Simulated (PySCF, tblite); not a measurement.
**CH10N2OSi2: geometry, infrared bands and NMR shifts**

Aim: predict the infrared bands and NMR shifts of CH10N2OSi2 (`N[SiH](N)CO[SiH3]`).

The runs use tblite 0.8.0 and PySCF 2.14.0, with density-fitted response routines of our own; the level of theory stands in each step. All values are computed, except where a source is named. Atoms are numbered from 0 throughout.

### 1 Starting geometry

16 atoms, charge 0, multiplicity 1; geometry from: force field or distance geometry start.

Bonds of the start (Å): N0–Si1 1.77, Si1–N2 1.81, Si1–C3 1.85, C3–O4 1.40, O4–Si5 1.72, N0–H6 1.04, N0–H7 1.05, Si1–H8 1.48, N2–H9 1.06, N2–H10 1.05, C3–H11 1.10, C3–H12 1.10, Si5–H13 1.47, Si5–H14 1.48, Si5–H15 1.49.

### 2 Optimising the geometry with GFN2-xTB

Job settings and geometry (Å):

```
{"job": {"kind": "relax", "xc": "GFN2-xTB", "basis": "xTB"}, "charge": 0, "multiplicity": 1}
N     -2.029700     1.398400     1.147400
Si    -1.345200     0.186300     0.050600
N     -1.925800    -1.481500     0.436800
C      0.499800     0.280900    -0.017700
O      1.132900    -0.836100     0.548400
Si     2.811100    -0.530100     0.363100
H     -1.601300     2.333400     0.962500
H     -3.049200     1.477700     0.898400
H     -1.837800     0.497900    -1.304900
H     -2.837900    -1.549100    -0.101400
H     -1.268300    -2.133100    -0.065100
H      0.852200     1.176000     0.522700
H      0.821300     0.396100    -1.068000
H      3.652900    -1.389500     1.203800
H      3.111700    -0.716400    -1.075600
H      3.005700     0.898200     0.755100
```

The run is started by

```console
$ OMP_NUM_THREADS=1 python probes_run.py task.json out
```

The driver reads the jobs from task.json and runs them one after another.

**Question.** This job is followed by: GFN2-xTB harmonic vibrations, gas phase; GIAO PBE0/pcSseg-1 NMR shielding, non-relativistic, gas phase. What will the session give for the following? strongest single infrared mode (GFN2-xTB); zero-point energy (GFN2-xTB); 13C shifts against TMS (PBE0/pcSseg-1); 1H shifts against TMS (PBE0/pcSseg-1, means over atoms taken as alike); 15N shifts against NH3 (PBE0/pcSseg-1, means over atoms taken as alike); 29Si shifts against TMS (PBE0/pcSseg-1); 17O shifts against H2O (PBE0/pcSseg-1); surface potential, 1st and 99th percentile.

The runs gave:

| quantity | value |
| --- | --- |
| strongest single infrared mode (GFN2-xTB) | 2194 cm⁻¹, 439 km/mol |
| zero-point energy (GFN2-xTB) | 71.9 kcal/mol |
| 13C shifts against TMS (PBE0/pcSseg-1) | 59.9 ppm |
| 1H shifts against TMS (PBE0/pcSseg-1, means over atoms taken as alike) | 5.59, 4.89, 3.54, 0.31 ppm |
| 15N shifts against NH3 (PBE0/pcSseg-1, means over atoms taken as alike) | 15.4 ppm |
| 29Si shifts against TMS (PBE0/pcSseg-1) | -25.2, -36.2 ppm |
| 17O shifts against H2O (PBE0/pcSseg-1) | -30.4 ppm |
| surface potential, 1st and 99th percentile | -1.70 V and 1.54 V |

What this shows: Over 197 steps the energy fell by 1.121 eV; of the close pairs, O4–Si5 changed most, 1.716 to 1.611 Å. The lowest mode is imaginary (32i cm⁻¹), so the xTB geometry is not a minimum. The strongest single mode, at 2194 cm⁻¹, moves mainly H15 and H14. GFN2-xTB is a fitted tight-binding method: band positions and strengths are rough. Its intensities can rank the bands wrongly. At PBE0/pcSseg-1: Shielding is most anisotropic at Si5 (span 141 ppm, paramagnetic term -495 ppm).
